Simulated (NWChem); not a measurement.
**One shape, several levels: SnH4O (Sn(OH)H3)**

We compute a comparison of 3 runs (HF/STO-3G, HF/def2-SVP, MP2/def2-SVP) of SnH4O (Sn(OH)H3). 

The results are computed with NWChem 7.3.0.

### Step 1. Starting point

The species is SnH4O (6 atoms), meant as a singlet with charge 0. SMILES: `[H][Sn]([H])([H])[OH]`. The shape comes from GFN2-xTB, which is rough for such elements, and wasn't checked as a minimum.

Bond lengths: Sn1–O2 1.938 Å, O2–H3 0.954 Å, Sn1–H4 1.666 Å, Sn1–H5 1.667 Å, Sn1–H6 1.644 Å. Angles: Sn1–O2–H3 118.3°, O2–Sn1–H4 108.6°, O2–Sn1–H5 108.5°, O2–Sn1–H6 100.8°, H4–Sn1–H5 111.0°, H4–Sn1–H6 113.6°, H5–Sn1–H6 113.7°.

### Step 2. Energy and forces at HF/STO-3G (run 1)

File input.nw:

```
start input
title "H4OSn gradient"
memory total 2200 mb

geometry units au noautosym nocenter noautoz
Sn  -0.11379931  -0.21597680  -0.93337353
O   -0.13156273  -0.22172157   2.72969049
H    0.62207894   1.17111997   3.59029066
H    2.87606868  -0.21622246  -1.92149242
H   -1.63533119   2.35166968  -1.93834878
H   -1.61745438  -2.86884992  -1.52676643
end

basis "ao basis" spherical bse
* library STO-3G
end

scf
thresh 1e-08
maxiter 80
end

task scf gradient
```

Started as:

```sh
$ nwchem input.nw > input.out
```

The program printed:

```text
[...]
  functions       =    36
[...]
  wavefunction    = RHF
[...]
         Total SCF energy =  -6039.458706745955
      One-electron energy =  -8706.186697729077
      Two-electron energy =   2489.334176987440
 Nuclear repulsion energy =    177.393813995683
        Time for solution =      2.8s
[...]
                         RHF ENERGY GRADIENTS
    atom               coordinates                        gradient
                 x          y          z           x          y          z
   1 Sn     -0.113799  -0.215977  -0.933374   -0.005737  -0.010417  -0.007570
   2 O      -0.131563  -0.221722   2.729690    0.021574   0.039799   0.012553
   3 H       0.622079   1.171120   3.590291   -0.019165  -0.035214  -0.006695
   4 H       2.876069  -0.216222  -1.921492    0.012596   0.000438  -0.000985
   5 H      -1.635331   2.351670  -1.938349   -0.006033   0.011155  -0.001000
   6 H      -1.617454  -2.868850  -1.526766   -0.003235  -0.005761   0.003697
[...]
```

Run time: 4.5 s. Hardware: 1 thread of Intel Xeon Platinum 8488C (Sapphire Rapids), shared host; peak memory 0.099 GiB.

### Step 3. Energy and gradient at HF/def2-SVP (core potential) (run 2)

File h4osn.nw:

```
START h4osn
TITLE "H4OSn gradient"
memory stack 880 mb heap 220 mb global 1100 mb

GEOMETRY units angstrom noautosym nocenter noautoz
   Sn   -0.060220   -0.114290   -0.493920
   O    -0.069620   -0.117330    1.444490
   H     0.329190    0.619730    1.899900
   H     1.521950   -0.114420   -1.016810
   H    -0.865380    1.244450   -1.025730
   H    -0.855920   -1.518130   -0.807930
END

BASIS spherical bse
   * library def2-SVP
END

ECP bse
   Sn library def2-SVP
END

SCF
   thresh 1e-08
   maxiter 80
END

TASK scf gradient
```

Started as:

```sh
$ nwchem h4osn.nw > h4osn.out
```

The program printed:

```text
[...]
  functions       =    60
[...]
  wavefunction    = RHF
[...]
         Total SCF energy =   -290.449807008865
      One-electron energy =   -648.753484725210
      Two-electron energy =    274.703528175378
 Nuclear repulsion energy =     83.600149540967
        Time for solution =      5.5s
[...]
                         RHF ENERGY GRADIENTS
    atom               coordinates                        gradient
                 x          y          z           x          y          z
   1 Sn     -0.113799  -0.215977  -0.933373   -0.001254  -0.002118   0.001974
   2 O      -0.131563  -0.221722   2.729690   -0.006473  -0.012084  -0.023650
   3 H       0.622079   1.171120   3.590290    0.005111   0.009493   0.003939
   4 H       2.876068  -0.216222  -1.921492   -0.013319  -0.000060   0.005294
   5 H      -1.635331   2.351670  -1.938349    0.006742  -0.011387   0.005365
   6 H      -1.617454  -2.868850  -1.526766    0.009193   0.016156   0.007078
[...]
```

Run time: 7.5 s. Hardware: 1 thread of Intel Xeon Platinum 8488C (Sapphire Rapids), shared host; peak memory 0.1 GiB.

### Step 4. Energy and gradient at MP2/def2-SVP (core potential) (run 3)

File h4osn.nw:

```
start h4osn
title "H4OSn"
memory 2200 mb
geometry noautosym nocenter noautoz
 Sn    -0.060220    -0.114290    -0.493920
 O     -0.069620    -0.117330     1.444490
 H      0.329190     0.619730     1.899900
 H      1.521950    -0.114420    -1.016810
 H     -0.865380     1.244450    -1.025730
 H     -0.855920    -1.518130    -0.807930
end
basis spherical bse
 Sn library def2-SVP
 O library def2-SVP
 H library def2-SVP
end
ecp bse
 Sn library def2-SVP
end
scf
 thresh 1e-08
 maxiter 80
 print medium
end
mp2
 freeze core 5
 tight
end
task mp2 gradient
```

Started as:

```sh
$ nwchem h4osn.nw > h4osn.out
```

The program printed:

```text
[...]
  functions       =    60
[...]
  wavefunction    = RHF
[...]
         Total SCF energy =   -290.449807008865
      One-electron energy =   -648.753484725210
      Two-electron energy =    274.703528175378
 Nuclear repulsion energy =     83.600149540967
        Time for solution =      5.5s
[...]
          Total MP2 energy          -290.763450711584
[...]
                         mp2 ENERGY GRADIENTS
    atom               coordinates                        gradient
                 x          y          z           x          y          z
   1 Sn     -0.113799  -0.215977  -0.933373   -0.002870  -0.005027   0.009067
   2 O      -0.131563  -0.221722   2.729690    0.004894   0.008773  -0.023100
   3 H       0.622079   1.171120   3.590290   -0.004562  -0.008337  -0.002917
   4 H       2.876068  -0.216222  -1.921492   -0.011468   0.000192   0.005601
   5 H      -1.635331   2.351670  -1.938349    0.006005  -0.009669   0.005675
   6 H      -1.617454  -2.868850  -1.526766    0.008001   0.014069   0.005675
[...]
```

Wall time 15 s (1 thread of Intel Xeon Platinum 8488C (Sapphire Rapids), shared host); peak memory 0.15 GiB.

### Step 5. All runs side by side

```
run                          level  core potential  module   energy (Eh)  dipole moment (D)  HOMO energy (eV)  LUMO energy (eV)  wall time
  1                      HF/STO-3G               –     scf  -6039.458707               1.66             -8.54             10.83      4.5 s
  2   HF/def2-SVP (core potential)        def2-SVP     scf   -290.449807               1.99            -11.82              2.81      7.5 s
  3  MP2/def2-SVP (core potential)        def2-SVP     mp2   -290.763451               1.68            -11.82              2.81       15 s
```

### Step 6. Results

```
                                                      quantity          value
                                           run 3: total energy  -290.76345 Eh
run 3: dipole moment (of the density that the program reports)         1.68 D
                    run 3: HOMO energy (Hartree–Fock orbitals)      -11.82 eV
                    run 3: LUMO energy (Hartree–Fock orbitals)        2.81 eV
                  run 3: HOMO–LUMO gap (Hartree–Fock orbitals)       14.63 eV
            run 3: correlation energy (5 core orbitals frozen)     -313.6 mEh
                               run 3: largest force on an atom     1.295 eV/Å
```

The dipole moment (its size) runs from 1.66 D (HF/STO-3G) to 1.99 D (HF/def2-SVP). The two ends differ in basis and core potential. Some runs of one species differ in core potentials or relativity; totals across that change don't compare. In run 1 the basis is minimal, so the values are rough. In run 1 relativity is left out where basis or elements ask for it. All runs together took 27 s, the longest 15 s.
